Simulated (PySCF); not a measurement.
# C2H9NSi2: the cost of one run

Computed with PySCF 2.14.0, with density-fitted response routines of our own, on a single molecule in the gas phase. Atoms count from 0, in the outputs and in this text.

## 1. The molecule as given

14 atoms, charge 0, multiplicity 1; geometry from: GFN2-xTB. The atoms were then displaced at random by about 0.01 Å, so the start is not that level's minimum.

Bonds of the start (Å): C0–N1 1.46, N1–Si2 1.70, Si2–C3 1.92, C3–Si4 1.93, Si4–C0 1.89, C0–H5 1.11, C0–H6 1.10, N1–H7 1.00, Si2–H8 1.46, Si2–H9 1.49, C3–H10 1.05, C3–H11 1.08, Si4–H12 1.46, Si4–H13 1.45.

## 2. Optimising the geometry at PBE0-D3(BJ)/def2-SVP

The job: settings as JSON, then the geometry in Å.

```
{"job": {"xc": "PBE0", "basis": "def2-SVP", "d3": "d3bj", "grid": 1, "shake": 0.01, "kind": "geom"}, "charge": 0, "multiplicity": 1}
C     -1.447160    -0.200800    -0.266130
N     -0.857210     1.129060    -0.172820
Si     0.720790     1.339350     0.412820
C      1.466230    -0.390830     0.049390
Si    -0.087190    -1.505600    -0.221230
H     -2.191320    -0.323380     0.541750
H     -2.031290    -0.233820    -1.201740
H     -1.499280     1.897880    -0.174640
H      1.360160     2.429060    -0.327670
H      0.852460     1.631400     1.872980
H      2.046210    -0.374130    -0.829850
H      2.074740    -0.750860     0.864320
H     -0.354950    -2.404220     0.902810
H     -0.059340    -2.258200    -1.457740
```

Started as:

```console
> OMP_NUM_THREADS=1 python probes_run.py task.json out
```

One launch serves the whole session: the jobs run in the order shown.

Q: Estimate the wall time and peak memory of this first job on 1 thread of Arm Neoverse N1, shared host.

About 77 s, with a peak of 0.5 GiB.
